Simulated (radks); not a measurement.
# Ga⁺ in [Ar] 3d9.5 4s2 4d0.5: an all-electron calculation

The task here is to estimate one member of a computed series from the others.

The numbers are computed with radks (a radial shooting solver on a logarithmic mesh, Libxc functionals) version 1 (Dirac Kohn-Sham, SOGGA, spin-unpolarised, spherical densities, finite nucleus; open shells are shared between the two j in proportion to 2j + 1), except any that are marked as measured or tabulated.

### Starting point

| Item | Value |
| --- | --- |
| element | gallium (Z = 31) |
| charge | +1 |
| electrons | 30 |
| configuration | [Ar] 3d9.5 4s2 4d0.5 |
| nuclear rms radius | 3.9973 fm |

Set-up of the first run:

The run's settings:

```text
Z 31
configuration [Ar] 3d9.5 4s2 4d0.5
relativity Dirac
functional sogga,pbe
spin unpolarised
j_filling average
nucleus finite rms 3.9973 fm
c 137.035999084
```

On the command line:

```
python run_ks.py task.json out
```

The same process makes all the runs of this session.

One table of the session follows, with a row left open; its other results are not shown here.

It belongs to the step «Radial structure». From the orbitals of this run (lengths in bohr):

| level | <r> | outermost maximum (interpolated) | 90 % within | nodes |
| --- | --- | --- | --- | --- |
| 1s1/2 | 0.04863 | 0.0318 | 0.0869 | 0 |
| 2s1/2 | 0.2177 | 0.183 | 0.337 | 1 |
| 2p1/2 | 0.1884 | 0.145 | 0.309 | 0 |
| 2p3/2 | 0.1919 | 0.147 | 0.313 | 0 |
| 3s1/2 | 0.6503 | 0.564 | 0.974 | 2 |
| 3p1/2 | 0.6690 | 0.561 | 1.03 | 1 |
| 3p3/2 | 0.6796 | 0.569 | 1.05 | 1 |
| 3d3/2 | 0.7797 | 0.528 | 1.33 | 0 |
| 3d5/2 | 0.7852 | 0.531 | 1.34 | 0 |
| 4s1/2 | 2.108 | 1.79 | 3.14 | 3 |
| 4d3/2 | ? | ? | ? | ? |
| 4d5/2 | 5.457 | 4.52 | 8.44 | 1 |

**Question.** Estimate the row for 4d3/2.

**Answer.** <r>: 5.442; outermost maximum (interpolated): 4.50; 90 % within: 8.42; nodes: 1. In the column «<r>» it lies between 4s1/2 (2.108) and 4d5/2 (5.457).
